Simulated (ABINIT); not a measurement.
# SbMo3P (Pm-3m) in ABINIT: a series of runs, part 2 of 2

ABINIT 10.8.3 (patched build).

**3. Single point, PBE**

Input file run.abi:

```
# Pseudopotentials
pp_dirpath "./"
pseudos "Sb.GGA_PBE-JTH.xml, Mo.GGA_PBE-JTH.xml, P.GGA_PBE-JTH.xml"

# Structure
acell 3*1.0 Angstrom
rprim
     4.4944580700     0.0000000000     0.0000000000
     0.0000000000     4.4944580700     0.0000000000
     0.0000000000     0.0000000000     4.4944580700
ntypat 3
znucl 51 42 15
natom 5
typat 1 2 2 2 3
xred
     0.0000000000     0.0000000000     0.0000000000
     0.5000000000     0.0000000000     0.5000000000
     0.0000000000     0.5000000000     0.5000000000
     0.5000000000     0.5000000000     0.0000000000
     0.5000000000     0.5000000000     0.5000000000
chkprim 0
chksymtnons 0
tolsym 1.0e-6

# Plane-wave basis
ecut 20.0
pawecutdg 40.0

# k points
kptopt 1
ngkpt 6 6 6
nshiftk 1
shiftk 0.0 0.0 0.0

# Exchange and correlation
ixc 11

# Bands and occupations
nband 38
occopt 3
tsmear 0.00183747

# SCF cycle
nstep 100
tolvrs 1.0e-9

# Output
iomode 3
prtwf 0
prtden 0
prteig 0
prtebands 0
enunit 1
```

Potentials or basis: JTH PAW PBE v2.0.

On the command line:

```
$ abinit run.abi > log 2>&1
```

run.abo:

```text
.Version 10.8.3 of ABINIT
 Symmetries : space group Pm -3 m (#221); Bravais cP (primitive cubic)
================================================================================
 Values of the parameters that define the memory need of the present run
     intxc =       0    ionmov =       0      iscf =      17    lmnmax =      18
     lnmax =       6     mgfft =      36  mpssoang =       3    mqgrid =    3001
     natom =       5  nloc_mem =       2    nspden =       1   nspinor =       1
    nsppol =       1      nsym =      48    n1xccc =       1    ntypat =       3
    occopt =       3   xclevel =       2
       mpw =        2632          nfft =       46656          nkpt =          20
 PAW method is used; the additional fine FFT grid is defined by:
   mgfftf=        50    nfftf =    125000
================================================================================
================================================================================

--------------------------------------------------------------------------------
------------- Echo of variables that govern the present computation ------------
--------------------------------------------------------------------------------
 -outvars: echo values of preprocessed input variables --------
            acell      1.8897261259E+00  1.8897261259E+00  1.8897261259E+00 Bohr
              amu      1.21753000E+02  9.59400000E+01  3.09737620E+01
          chkprim           0
      chksymtnons           0
             ecut      2.00000000E+01 Hartree
           enunit           1
[... 271 lines left out ...]
  sigma(1 1)=  5.43482053E-06  sigma(3 2)=  0.00000000E+00
  sigma(2 2)=  5.43482053E-06  sigma(3 1)=  0.00000000E+00
  sigma(3 3)=  5.43482053E-06  sigma(2 1)=  0.00000000E+00

-Cartesian components of stress tensor (GPa)         [Pressure= -1.5990E-01 GPa]
- sigma(1 1)=  1.59897940E-01  sigma(3 2)=  0.00000000E+00
- sigma(2 2)=  1.59897940E-01  sigma(3 1)=  0.00000000E+00
- sigma(3 3)=  1.59897940E-01  sigma(2 1)=  0.00000000E+00

== END DATASET(S) ==============================================================
================================================================================

 -outvars: echo values of variables after computation  --------
            acell      1.8897261259E+00  1.8897261259E+00  1.8897261259E+00 Bohr
           etotal     -2.9572464834E+02
            fcart     -0.0000000000E+00 -0.0000000000E+00 -0.0000000000E+00
                      -0.0000000000E+00 -0.0000000000E+00 -0.0000000000E+00
                      -0.0000000000E+00 -0.0000000000E+00 -0.0000000000E+00
                      -0.0000000000E+00 -0.0000000000E+00 -0.0000000000E+00
                      -0.0000000000E+00 -0.0000000000E+00 -0.0000000000E+00
            rprim      4.4944580700E+00  0.0000000000E+00  0.0000000000E+00
                       0.0000000000E+00  4.4944580700E+00  0.0000000000E+00
                       0.0000000000E+00  0.0000000000E+00  4.4944580700E+00
           strten      5.4348205285E-06  5.4348205285E-06  5.4348205285E-06
                       0.0000000000E+00  0.0000000000E+00  0.0000000000E+00
           xangst      0.0000000000E+00  0.0000000000E+00  0.0000000000E+00
                       2.2472290350E+00  0.0000000000E+00  2.2472290350E+00
                       0.0000000000E+00  2.2472290350E+00  2.2472290350E+00
                       2.2472290350E+00  2.2472290350E+00  0.0000000000E+00
                       2.2472290350E+00  2.2472290350E+00  2.2472290350E+00
             xred      0.0000000000E+00  0.0000000000E+00  0.0000000000E+00
                       5.0000000000E-01  0.0000000000E+00  5.0000000000E-01
                       0.0000000000E+00  5.0000000000E-01  5.0000000000E-01
                       5.0000000000E-01  5.0000000000E-01  0.0000000000E+00
                       5.0000000000E-01  5.0000000000E-01  5.0000000000E-01
 Calculation completed.
```

It took 83 s on 1 thread of Arm Neoverse V2, shared host; peak memory 0.16 GiB.

What came out:

- Free energy: -8047.0776 eV
- Pressure: -0.2 GPa
- Band gap on the k mesh: none (metal or under the smearing width)
- Valence electrons inside the program's atomic spheres: Sb 12.32; Mo 11.30; P 1.78

**4. Single point, RPBE**

Edit run.abi of step 3 so:

```diff
@@ -5,7 +5,7 @@
 # Structure
-acell 3*1.0 Angstrom
+acell 8.4932948309 8.4932948309 8.4932948309
 rprim
-     4.4944580700     0.0000000000     0.0000000000
-     0.0000000000     4.4944580700     0.0000000000
-     0.0000000000     0.0000000000     4.4944580700
+     1.0000000000     0.0000000000     0.0000000000
+     0.0000000000     1.0000000000     0.0000000000
+     0.0000000000     0.0000000000     1.0000000000
 ntypat 3
@@ -35,3 +35,3 @@
 # Exchange and correlation
-ixc 11
+ixc 15
 
@@ -40,3 +40,3 @@
 occopt 3
-tsmear 0.00183747
+tsmear 0.05 eV
 
@@ -52,2 +52,3 @@
 prtebands 0
-enunit 1
+enunit 2
+prtvol 2
```

On the command line:

```
$ abinit run.abi > log 2>&1
```

Wall time 83 s (1 thread of Arm Neoverse V2, shared host); peak memory 0.14 GiB.

The run converged. Its results:

```
Free energy                                           : -8038.4019 eV
Pressure                                              : 2.1 GPa
Band gap on the k mesh                                : none (metal or under the smearing width)
Valence electrons inside the program's atomic spheres : Sb 12.31; Mo 11.30; P 1.77
```

Levels at points of the mesh, in eV from the Fermi level:
| k point | band 28 | band 29 | band 30 | band 31 | band 32 | band 33 | band 34 | band 35 |
| --- | --- | --- | --- | --- | --- | --- | --- | --- |
| (0.00, 0.00, 0.00) | -0.61 | -0.61 | -0.25 | -0.25 | -0.25 | -0.13 | -0.13 | -0.13 |
| (0.50, 0.00, 0.00) | -1.01 | -0.74 | -0.60 | -0.60 | -0.57 | 0.39 | 0.54 | 2.22 |
| (0.50, 0.50, 0.00) | -1.20 | -1.20 | -0.62 | -0.16 | 0.23 | 0.31 | 0.60 | 2.07 |
| (0.50, 0.50, 0.50) | -1.47 | -1.24 | -1.24 | -1.24 | 0.27 | 0.48 | 0.48 | 1.86 |

Caveat: the PAW data sets were made with another functional, which shifts forces and pressure a little. Spin-orbit coupling is left out, which matters for the levels of Sb.

**5. The runs side by side**

```csv
task,level,cell,cell freedom (optcell),cutoff smearing ecutsm (Ha),optimiser (ionmov),force stop (Ha/bohr),gap on the mesh (eV),pressure (GPa)
relaxation of cell and atoms,PBE,relaxed,1,0.5,2,0.0002,none,0.0
single point,PBE,"cell taken from the last step of an earlier PBE relaxation by this program, which needn't have reached its minimum",-,-,-,-,none,-0.2
single point,RPBE,"cell taken from the last step of an earlier PBE relaxation by this program, which needn't have reached its minimum",-,-,-,-,none,2.1
```

Alike in all rows: potentials or basis JTH PAW PBE v2.0; no spin polarisation; k mesh 6 × 6 × 6; cutoff (eV) 544; smearing fermi-dirac 0.05 eV.

Caveats: the PAW data sets were made with another functional, which shifts forces and pressure a little (some runs).

Total energies depend on the potentials used, so only differences within one code and one set of settings carry meaning.
